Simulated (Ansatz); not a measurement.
**C2H6AlCl (SMILES [CH3][Al]([CH3])[Cl]): BLYP/cc-pVDZ**

What is the vertical ionisation energy of C2H6AlCl at BLYP/cc-pVDZ? 

Program for the calculation: Ansatz 0.2.0.

56 further runs of the same task are left out: 56 set aside as unsound or not needed.

### 1 The system as given

C2H6AlCl: 10 atoms, total charge 0, spin state singlet. As SMILES, `[CH3][Al]([CH3])[Cl]`. The coordinates come from a PBE0-D4/def2-TZVP relaxation.

Bond lengths: C1–Al2 1.942 Å, Al2–C3 1.942 Å, Al2–Cl4 2.114 Å, C1–H5 1.092 Å, C1–H6 1.095 Å, C1–H7 1.095 Å, C3–H8 1.095 Å, C3–H9 1.093 Å, C3–H10 1.094 Å. Some angles: C1–Al2–C3 125.8°, C1–Al2–Cl4 117.8°, C3–Al2–Cl4 116.4°, Al2–C1–H5 112.5°, Al2–C1–H6 110.7°, Al2–C1–H7 110.7°, Al2–C3–H8 110.7°, Al2–C3–H9 112.6°, Al2–C3–H10 110.7°, H5–C1–H6 108.1°.

### 2 The energy at BLYP/cc-pVDZ

Input file input.yaml:

```yaml
crystal:
  periodic: [false, false, false]
  atoms:
    - symbol: C
      position_ang: [-0.517700, 1.358200, -0.989200]
    - symbol: Al
      position_ang: [-0.252300, -0.446600, -0.322400]
    - symbol: C
      position_ang: [0.742200, -0.932200, 1.273500]
    - symbol: Cl
      position_ang: [-1.112300, -2.038200, -1.415400]
    - symbol: H
      position_ang: [-1.121400, 1.383800, -1.898300]
    - symbol: H
      position_ang: [-1.010200, 1.981400, -0.235400]
    - symbol: H
      position_ang: [0.443800, 1.835600, -1.206000]
    - symbol: H
      position_ang: [0.102400, -1.471200, 1.979300]
    - symbol: H
      position_ang: [1.158700, -0.063300, 1.788800]
    - symbol: H
      position_ang: [1.566900, -1.607500, 1.025200]
basis:
  gaussian:
    orbitals: cc-pVDZ
hamiltonian:
  xc: {name: BLYP}
accuracy: high
output: {orbitals: {seedname: orbitals}}
```

Run with:

```sh
ansatz run input.yaml --threads 1 --pin off --max-ram 3480MiB --events-out events.jsonl --progress --plain --runs-dir runs
```

Standard output:

```text
Warning: RAYON_NUM_THREADS=1 ignored (pool sized by the plan → 1); use --threads N
Functional definition: BLYP
  name "BLYP"
  parameter beta = 0.0042
  parameter a = 0.04918
  parameter b = 0.132
  parameter c = 0.2533
  parameter d = 0.349
  exchange = b88_x(beta = beta)
  correlation = lyp_c(a = a, b = b, c = c, d = d)
2223 factors; integrals over basis functions are off by at most 4.2e-9 eV
mean field evaluation 1: about -21275.6581 eV, gradient 8.1e1 eV
mean field evaluation 2: about -21252.9058 eV, gradient 1.1e2 eV
mean field evaluation 4: about -21291.9042 eV, gradient 8.0e0 eV
mean field evaluation 8: about -21292.0883 eV, gradient 6.2e-2 eV
mean field evaluation 16: about -21292.0883 eV, gradient 3.5e-6 eV
mean field -21292.08831857 eV, -782.4698134115 hartree, gradient 2.7e-8 eV, S^2 0.000000; 0 other end points of the search recorded, 0 dependent functions left out
reference -21292.08838063 eV, -782.4698156924 hartree; 24, 24 occupied and 70, 70 virtual orbitals, 2223 factors
Total energy: -21292.08838063 eV, -782.4698156924 hartree
```

Wall time 9.6 s (1 thread of Arm Neoverse V1, shared host); peak memory 0.26 GiB.

### 3 The doublet cation, same level

Input file job.yaml:

```yaml
crystal:
  periodic: [false, false, false]
  atoms:
    - {symbol: C, position_ang: [-0.517700, 1.358200, -0.989200]}
    - {symbol: Al, position_ang: [-0.252300, -0.446600, -0.322400]}
    - {symbol: C, position_ang: [0.742200, -0.932200, 1.273500]}
    - {symbol: Cl, position_ang: [-1.112300, -2.038200, -1.415400]}
    - {symbol: H, position_ang: [-1.121400, 1.383800, -1.898300]}
    - {symbol: H, position_ang: [-1.010200, 1.981400, -0.235400]}
    - {symbol: H, position_ang: [0.443800, 1.835600, -1.206000]}
    - {symbol: H, position_ang: [0.102400, -1.471200, 1.979300]}
    - {symbol: H, position_ang: [1.158700, -0.063300, 1.788800]}
    - {symbol: H, position_ang: [1.566900, -1.607500, 1.025200]}
basis:
  gaussian:
    orbitals: cc-pVDZ
magnetization:
  spin_polarized: true
  initial_magnetization: 1
output: {orbitals: {seedname: orbitals}}
total_charge: 1
hamiltonian:
  xc: {name: BLYP}
accuracy: high
```

Run with:

```sh
ansatz run job.yaml --threads 1 --pin off --max-ram 3480MiB --events-out events.jsonl --progress --plain --runs-dir runs
```

Standard output:

```text
Warning: RAYON_NUM_THREADS=1 ignored (pool sized by the plan → 1); use --threads N
[... 9 set-up lines as earlier in the session ...]
2221 factors; integrals over basis functions are off by at most 4.1e-9 eV
mean field evaluation 1: about -21256.3060 eV, gradient 7.0e1 eV
mean field evaluation 2: about -21197.9649 eV, gradient 1.1e2 eV
mean field evaluation 4: about -21278.6613 eV, gradient 2.4e1 eV
mean field evaluation 8: about -21282.8256 eV, gradient 9.8e-1 eV
mean field evaluation 16: about -21282.8326 eV, gradient 3.5e-4 eV
mean field evaluation 32: about -21282.3936 eV, gradient 2.2e0 eV
mean field -21282.83262094 eV, -782.1296727975 hartree, gradient 3.7e-8 eV, S^2 0.753063; 3 other end points of the search recorded, 0 dependent functions left out
reference -21282.83267891 eV, -782.1296749278 hartree; 24, 23 occupied and 70, 71 virtual orbitals, 2221 factors
Total energy: -21282.83267891 eV, -782.1296749278 hartree
```

Wall time 17 s (1 thread of Arm Neoverse V1, shared host); peak memory 0.34 GiB.

### 4 Results

At BLYP/cc-pVDZ:

| quantity | value |
| --- | --- |
| singlet C2H6AlCl: total energy | -782.46982 Eh |
| singlet C2H6AlCl: HOMO energy | -6.32 eV |
| singlet C2H6AlCl: LUMO energy | -1.22 eV |
| singlet C2H6AlCl: HOMO–LUMO gap | 5.10 eV |
| doublet cation: total energy | -782.12967 Eh |
| doublet cation: HOMO energy (highest over α and β) | -12.94 eV |
| doublet cation: LUMO energy (lowest over α and β) | -12.19 eV |
| doublet cation: ⟨S²⟩ | 0.753 |
| vertical ionisation energy (to the doublet cation) | 9.256 eV |

The vertical ionisation energy comes to 9.26 eV (213 kcal/mol). −ε(HOMO) before ionisation, 6.32 eV, is 2.93 eV below this ionisation energy.
